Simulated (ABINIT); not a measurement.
Crystal: MoN2.

```
Mo N
1.0
     4.34805    0.00000    0.00000
     0.00000    4.34805    0.00000
     0.00000    0.00000    2.76746
Mo N
2 4
Direct
  0.00000 0.00000 0.00000
  0.50000 0.50000 0.00000
  0.61165 0.88835 0.50000
  0.38835 0.11165 0.50000
  0.11165 0.61165 0.50000
  0.88835 0.38835 0.50000
```

Measurements of this composition are mostly on another form, of space group No. 160.

Base run:

- Program: ABINIT 10.8.3 (patched build)
- Functional: PBEsol
- Potentials or basis: PseudoDojo NC SR PBEsol v0.4.1 standard
- Cutoff: 1143 eV
- k mesh: 6 × 6 × 10
- Occupations: fermi-dirac, width 0.05 eV
- Spin: no spin polarisation

Its results: band gap on the k mesh none (metal or under the smearing width); pressure -13.2 GPa; largest force 0.231 eV/Å.

Task: The run is repeated on the same cell with these changes: functional from PBEsol to r2SCAN; potentials or basis from PseudoDojo NC SR PBEsol v0.4.1 standard to JTH PAW PBE v2.0; cutoff from 1143 eV to 844 eV. What comes out?

Result: Band gap on the k mesh none (metal or under the smearing width); pressure -4.7 GPa; largest force 0.055 eV/Å.

Caveats: the PAW data sets were made with another functional, which shifts forces and pressure a little (some runs).
